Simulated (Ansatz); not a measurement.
# NiS: the cost of one run

Method: DFT LDA+U (U_eff = 4 eV on Ni d), plane waves, PAW, in Ansatz 0.2.0.

## 1. The structure to begin with

Symmetry: P6_3/mmc, No. 194, hexagonal system. The conventional cell has a = 3.425 Å, b = 3.425 Å, c = 5.340 Å, α = 90.00°, β = 90.00°, γ = 120.00°. Around Ni (site symmetry -3m) lie 6 S at 2.39 Å and 2 Ni at 2.67 Å. S (site symmetry -6m2) is surrounded by 6 Ni at 2.39 Å.

Coordinates:

```cif
data_structure
_symmetry_space_group_name_H-M 'P 1'
_symmetry_Int_Tables_number 1
_cell_length_a 3.4250
_cell_length_b 3.4250
_cell_length_c 5.3400
_cell_angle_alpha 90.000
_cell_angle_beta 90.000
_cell_angle_gamma 120.000
_cell_volume 54.25
loop_
_atom_site_label
_atom_site_type_symbol
_atom_site_fract_x
_atom_site_fract_y
_atom_site_fract_z
_atom_site_occupancy
Ni1 Ni 0.00000 0.00000 0.00000 1
Ni2 Ni 0.00000 0.00000 0.50000 1
S1 S 0.33333 0.66667 0.25000 1
S2 S 0.66667 0.33333 0.75000 1
```

An earlier series on this cell reached its lowest free state from «ferromagnetic start, free, default search», perhaps among other starts.

## 2. Site moments held (series factor 0.95; the input gives the size)

input.yaml reads:

```yaml
crystal:
  lattice:
    - [3.42500121, 0.0, 0.0]
    - [-1.71250061, 2.96613806, 0.0]
    - [0.0, 0.0, 5.33999987]
  atoms:
    - { symbol: Ni, position: [0.0, 0.0, 0.0], spin: 0.67 }
    - { symbol: Ni, position: [0.0, 0.0, 0.5], spin: 0.67 }
    - { symbol: S, position: [0.3333333333, 0.6666666667, 0.25] }
    - { symbol: S, position: [0.6666666667, 0.3333333333, 0.75] }
basis:
  ecutwfc: 420
  ecutrho_ratio: 4
kpoints:
  mp_grid: { grid: [6, 6, 4] }
hamiltonian:
  xc: lda
  hubbard:
    sites:
      - { site: 0, l: d, u_eff: 4.0, starting_ns: [{ spin: up, occupation_matrix: s0up }, { spin: down, occupation_matrix: s0down }] }
      - { site: 1, l: d, u_eff: 4.0, starting_ns: [{ spin: up, occupation_matrix: s1up }, { spin: down, occupation_matrix: s1down }] }
    occupation_matrices:
      s0up:
        matrix:
          - [0.97, 0.0, 0.0, 0.0, 0.0]
          - [0.0, 0.97, 0.0, 0.0, 0.0]
          - [0.0, 0.0, 0.97, 0.0, 0.0]
          - [0.0, 0.0, 0.0, 0.97, 0.0]
          - [0.0, 0.0, 0.0, 0.0, 0.97]
      s0down:
        matrix:
          - [0.97, 0.0, 0.0, 0.0, 0.0]
          - [0.0, 0.33169, 0.0, 0.0, -0.44604]
          - [0.0, 0.0, 0.3322, -0.44623, 0.0]
          - [0.0, 0.0, -0.44623, 0.6578, 0.0]
          - [0.0, -0.44604, 0.0, 0.0, 0.65831]
      s1up:
        matrix:
          - [0.97, 0.0, 0.0, 0.0, 0.0]
          - [0.0, 0.97, 0.0, 0.0, 0.0]
          - [0.0, 0.0, 0.97, 0.0, 0.0]
          - [0.0, 0.0, 0.0, 0.97, 0.0]
          - [0.0, 0.0, 0.0, 0.0, 0.97]
      s1down:
        matrix:
          - [0.97, 0.0, 0.0, 0.0, 0.0]
          - [0.0, 0.33169, 0.0, 0.0, 0.44604]
          - [0.0, 0.0, 0.3322, 0.44623, 0.0]
          - [0.0, 0.0, 0.44623, 0.6578, 0.0]
          - [0.0, 0.44604, 0.0, 0.0, 0.65831]
    ns_hold: { iters: 8 }
scf:
  occupations: { method: gaussian, width: 0.05 }
  lower_state_search: "off"
  max_iter: 150
output:
  forces: true
  stress: true
  eigenvalues: true
  populations: true
  hubbard: { sites: [{ site: 0, l: d }, { site: 1, l: d }] }
magnetization:
  spin_polarized: true
  spin_locking: { lock_spins: true }
```

The typed matrices put 0.97 on the chosen orbitals and 0.02 on the others, and are held for 8 cycles. The lock stays on to the end, so the result is a constrained state.

Command:

```
ansatz run input.yaml --threads 2 --pin off --max-ram 3072MiB --backend cpu --events-out ev --progress --plain --runs-dir out
```

What time and memory should one allow on 2 threads of Intel Xeon Platinum 8488C (Sapphire Rapids), shared host?

About 7.9 s, with a peak of 0.49 GiB.
